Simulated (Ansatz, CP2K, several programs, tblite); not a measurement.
Energy against volume for an ordered 4-atom cell of Ca2SeO on the rocksalt lattice (P4/mmm), at fixed shape and fractional coordinates, computed by several methods (PBE and r2SCAN, where shown, with plane waves in Ansatz); the cell shown is that of r2SCAN. With free coordinates or axes held, a curve is too stiff, and on another method's shape its minimum isn't the method's own volume. It is tetragonal, P4/mmm (No. 123); conventional cell a = 3.883 Å, c = 5.494 Å, 20.71 Å³ an atom. O is surrounded by 6 Ca at 2.75 Å; Ca is surrounded by 4 Se at 2.75 Å and 2 O at 2.75 Å; Se is surrounded by 6 Ca at 2.75 Å; Ca is surrounded by 4 O at 2.75 Å and 2 Se at 2.75 Å. (Calculated; spin-unpolarised; the phase may be known or hypothetical.) Energies count from each curve's lowest point; fits are third-order Birch-Murnaghan.

```cif
data_structure
_symmetry_space_group_name_H-M 'P4/mmm'
_symmetry_Int_Tables_number 123
_cell_length_a 3.8829
_cell_length_b 3.8829
_cell_length_c 5.4945
_cell_angle_alpha 90.000
_cell_angle_beta 90.000
_cell_angle_gamma 90.000
_cell_volume 82.84
loop_
_atom_site_label
_atom_site_type_symbol
_atom_site_symmetry_multiplicity
_atom_site_Wyckoff_symbol
_atom_site_fract_x
_atom_site_fract_y
_atom_site_fract_z
_atom_site_occupancy
O1 O 1 a 0.00000 0.00000 0.00000 1
Ca1 Ca 1 b 0.00000 0.00000 0.50000 1
Se1 Se 1 d 0.50000 0.50000 0.50000 1
Ca2 Ca 1 c 0.50000 0.50000 0.00000 1
```

light PBE (260 eV, its own mesh), on the shape of the cell shown:
```
V (Å³/atom)  E (meV/atom)
     19.053         49.64
     19.881         19.77
     20.709         20.74
     21.538          0.00
     22.366         26.18
     23.195         61.80
```
The points scatter about a smooth fit, as a low cutoff and a light mesh can make them, so no fit is quoted.

GFN1-xTB (tblite), on the shape of the cell shown, as a cluster of 72 atoms at the zone centre:
```tsv
V (Å³/atom)	E (meV/atom)
18.224	0.00
19.467	36.79
20.709	97.98
21.952	174.10
23.195	259.19
```
This method closes the gap of a crystal that DFT finds insulating, so its curve rests on a wrong state.
The lowest point is an end point, so the minimum isn't bracketed.

PBE/DZVP (CP2K), on the shape of the cell shown:
```csv
V (Å³/atom),E (meV/atom)
18.224,109.43
19.467,34.30
20.709,1.35
21.952,0.00
23.195,22.86
```
V₀ = 21.37 Å³ an atom and B₀ = 60 GPa.

Task: PBE, on the shape of its own relaxed cell, gives

| V (Å³/atom) | E (meV/atom) |
| --- | --- |
| 19.781 | 16.16 |
| 20.412 | 3.86 |
| 21.044 | 0.00 |
| 21.675 | 3.36 |
| 22.306 | 12.93 |

What equilibrium volume and bulk modulus follow?

Result: V₀ = 21.05 Å³ an atom and B₀ = 61 GPa.

PBE/SZV (CP2K), on the shape of the cell shown:
```tsv
V (Å³/atom)	E (meV/atom)
18.224	467.72
19.467	272.21
20.709	139.26
21.952	51.84
23.195	0.00
```
The lowest point is an end point, so the minimum isn't bracketed.

The runs are scalar-relativistic, without spin-orbit coupling.
